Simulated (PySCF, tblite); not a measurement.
# C₄H₁₃BP₂: infrared bands and NMR shifts

Wanted: the infrared bands and NMR shifts of C₄H₁₃BP₂ (`[BH3-][P@@+](C)(P)CC=C`), by calculation.

Programs: tblite 0.8.0 and PySCF 2.14.0, with density-fitted response routines of our own. Each step states its level of theory. These are calculated values for one molecule in the gas phase, unless marked as measured. Atoms count from 0, in the outputs and in this text.

## (1) The molecule as given

20 atoms, charge 0, multiplicity 1; geometry from: GFN2-xTB.

Bonds of the start (Å): B0–P1 1.95, P1–C2 1.84, P1–P3 2.18, P1–C4 1.86, C4–C5 1.49, C5–C6 1.32, B0–H7 1.19, B0–H8 1.19, B0–H9 1.19, C2–H10 1.09, C2–H11 1.09, C2–H12 1.09, P3–H13 1.39, P3–H14 1.39, C4–H15 1.09, C4–H16 1.09, C5–H17 1.08, C6–H18 1.08, C6–H19 1.08.

## (2) Infrared spectrum with GFN2-xTB

What the job is given:

```
{"job": {"kind": "ir", "xc": "GFN2-xTB", "basis": "xTB"}, "charge": 0, "multiplicity": 1}
B     -1.665556    -0.677291     1.152410
P     -0.683737     0.017387    -0.378685
C     -1.532646    -0.182669    -2.000049
P     -0.122928     2.122225    -0.441313
C      0.954621    -0.782219    -0.747179
C      1.854665    -0.570453     0.420574
C      2.788795     0.363371     0.463764
H     -0.984102    -0.432698     2.097653
H     -2.693378    -0.074128     1.137494
H     -1.781778    -1.838326     0.920520
H     -1.697149    -1.243981    -2.179791
H     -0.947803     0.245304    -2.812934
H     -2.500752     0.313096    -1.947106
H      0.246239     2.113683     0.899951
H     -1.428816     2.503151    -0.137713
H      1.371994    -0.338201    -1.654812
H      0.761443    -1.845721    -0.909527
H      1.668440    -1.205682     1.275834
H      3.406712     0.513027     1.331977
H      2.980589     1.010801    -0.378129
```

**Question.** This job is followed by: GIAO PBE0/pcSseg-1 NMR shielding, non-relativistic, gas phase. Predict these results of the whole session: strongest single infrared mode (GFN2-xTB); zero-point energy (GFN2-xTB); ¹³C shifts against TMS (PBE0/pcSseg-1); ¹H shifts against TMS (PBE0/pcSseg-1, means over atoms taken as alike); ¹¹B shifts against BF3·OEt2 (PBE0/pcSseg-1); ³¹P shifts against H3PO4 (PBE0/pcSseg-1).

The runs gave:

```
                                                              quantity                                               value
                             strongest single infrared mode (GFN2-xTB)                               1075 cm⁻¹, 238 km/mol
                                          zero-point energy (GFN2-xTB)                                       96.5 kcal/mol
                                ¹³C shifts against TMS (PBE0/pcSseg-1)                        140.7, 125.3, 41.9, 16.9 ppm
¹H shifts against TMS (PBE0/pcSseg-1, means over atoms taken as alike)  6.32, 5.44, 5.41, 2.74, 2.40, 2.34, 1.36, 0.99 ppm
                           ¹¹B shifts against BF3·OEt2 (PBE0/pcSseg-1)                                           -42.5 ppm
                              ³¹P shifts against H3PO4 (PBE0/pcSseg-1)                                   -15.8, -212.5 ppm
```

In words: All 54 modes are real, so the xTB geometry is a minimum. The strongest single mode, at 1075 cm⁻¹, moves mainly H7, H8 and H9. GFN2-xTB is a fitted tight-binding method: band positions and strengths are rough. Its intensities can rank the bands wrongly. The most deshielded carbon is C5 (alkene CH), at 140.7 ppm: as expected for a trigonal carbon in a double bond. The most deshielded hydrogen is H17 (hydrogen on an alkene CH), at 6.32 ppm: a vinylic proton, deshielded by the sp2 carbon and the C=C anisotropy. At PBE0/pcSseg-1: The widest tensor belongs to C5: span 241 ppm, with a paramagnetic part of -212 ppm.
